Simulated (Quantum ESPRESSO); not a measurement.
Runs of Quantum ESPRESSO 7.5 on TaAs. Symmetry: I4_1md, No. 109, tetragonal system. Conventional cell: a = 3.444 Å, b = 3.444 Å, c = 11.736 Å, α = 90.00°, β = 90.00°, γ = 90.00°. Ta (site symmetry 2mm) has 6 As at 2.61 to 2.62 Å as nearest neighbours. Around As (site symmetry 2mm) lie 6 Ta at 2.61 to 2.62 Å. The cell is a database's computed one.

```tsv
level	U	mixing beta	gap on the mesh (eV)	pressure (GPa)	largest force (eV/Å)
PBEsol+U	Ta d U = 4 eV	0.3	none	-0.8	0.02
PBEsol+U	Ta d U = 5 eV	0.3	none	(b)	0.02
PBEsol+U	Ta d U = 8 eV	0.3	none	(a)	0.13
PBEsol+U	Ta d U = 1 eV	0.3	none	(c)	0.02
PBEsol+U	Ta d U = 6 eV	0.3	none	0.7	0.02
PBEsol+U	Ta d U = 2 eV	0.3	none	-2.0	0.02
PBEsol+U	Ta d U = 3 eV	0.3	none	-1.4	0.02
PBEsol	-	0.5	none	-3.2	0.02
```

Alike in all rows: task single point; potentials or basis GBRV 1.5 PBEsol; no spin polarisation; cell as given; k mesh 11 × 11 × 11; cutoff (eV) 762; smearing fermi-dirac 0.05 eV.

Task: Estimate the missing entries.

Result: (a) 2.6; (b) -0.1; (c) -2.6.

Caveats: U without spin polarisation on a metal has little footing (some runs); the U is typed as a test and isn't derived for this compound (some runs).

A k mesh can miss the band edges, and the runs leave out spin-orbit coupling on As, Ta.

A gap of «none» marks a metal or a gap under the smearing width.
